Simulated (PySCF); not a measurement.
# TaOBr3: singlet, from a tetrahedral start

The task is one start of a wider search on TaOBr3: the singlet, built as tetrahedral. It is relaxed, tested by its Hessian and followed downhill if it is a saddle.

The runs use PySCF 2.14.0; PBE, basis Ta def2-SVP with ECP60, O def2-SVP, Br def2-SVP, scalar-relativistic core potentials, no spin–orbit coupling, density fitting.

## Step 1: Where the work starts

5 atoms, charge 0, spin multiplicity 1.

Bond lengths: Ta1–O2 1.830 Å, Ta1–Br3 2.600 Å, Ta1–Br4 2.600 Å, Ta1–Br5 2.600 Å. Angles: O2–Ta1–Br3 109.5°, O2–Ta1–Br4 109.5°, O2–Ta1–Br5 109.5°, Br3–Ta1–Br4 109.5°, Br3–Ta1–Br5 109.5°, Br4–Ta1–Br5 109.5°.

Z-matrix (Å, degrees; charge 0 multiplicity 1):
```
Ta
O  1 1.8300
Br 1 2.6000 2 109.47
Br 1 2.6000 2 109.47 3 -120.00
Br 1 2.6000 2 109.47 3 120.00
```

## Step 2: Relaxation: tetrahedral start, singlet

One driver script runs all steps and calls PySCF; scf.py shows how it sets up the SCF of each step. The optimiser is the driver's own. Before each start the driver seeks the lowest SCF state from one or more starting densities and follows internal instabilities, so scf.py alone need not reach the same state.

The program finds C3v symmetry in the start, which this walk keeps. Threshold on the gradient: 0.0003 Eh/bohr, with a further test on the energy change.

Input file scf.py:

```python
from pyscf import gto, scf, dft
mol = gto.M(atom='''
Ta     0.000000    -0.331143    -0.234239
O      0.000000    -1.825152    -1.291050
Br     2.122864    -0.331402     1.266853
Br    -2.122864    -0.331402     1.266853
Br    -0.000000     1.791981    -1.734965''',
    basis={'Ta': 'def2-SVP', 'O': 'def2-SVP', 'Br': 'def2-SVP'},
    ecp={'Ta': 'def2-SVP'},
    charge=0, spin=0)
mf = dft.RKS(mol, xc='PBE')
mf.grids.atom_grid = (50, 194)
aux = {'Ta': 'def2-universal-JKFIT', 'O': 'def2-universal-JKFIT', 'Br': 'def2-universal-JKFIT'}
mf = mf.density_fit(auxbasis=aux)
mf.kernel()
```

The runs that follow: Is it a minimum? Harmonic modes.

What does the calculation give? Wanted: minimum; geometry; wavenumbers; dipole moment; highest occupied, lowest empty level; polar-tensor charge of Ta1; zero-point energy; atomisation energy.

**Answer**, as computed:

```
                                 quantity                                                                        value
                                  minimum                                                                 singlet, C3v
                                 geometry  Ta–Br 2.452 Å (×3), Ta–O 1.723 Å; Br–Ta–Br 112.1° (×3), Br–Ta–O 106.7° (×3)
                       wavenumbers (cm⁻¹)                        57 (e), 81 (a1), 198 (e), 242 (a1), 293 (e), 976 (a1)
                            dipole moment                                                                       1.64 D
     highest occupied, lowest empty level                                                              -7.77, -3.72 eV
               polar-tensor charge of Ta1                                                                      +1.75 e
                        zero-point energy                                                                  14.3 kJ/mol
                      entropy at 298.15 K                                                              401.3 J/(mol K)
atomisation energy (no zero-point energy)                                                                  2111 kJ/mol
```

The molecule stays C3v, as typed, and the end point is a minimum. The strongest infrared band lies at 976 cm⁻¹ (a1, stretch). Other starts or spin states, not run here, may lie lower. Take wavenumbers under 90 cm⁻¹ as rough. With an element this heavy the missing spin–orbit coupling can shift these numbers.
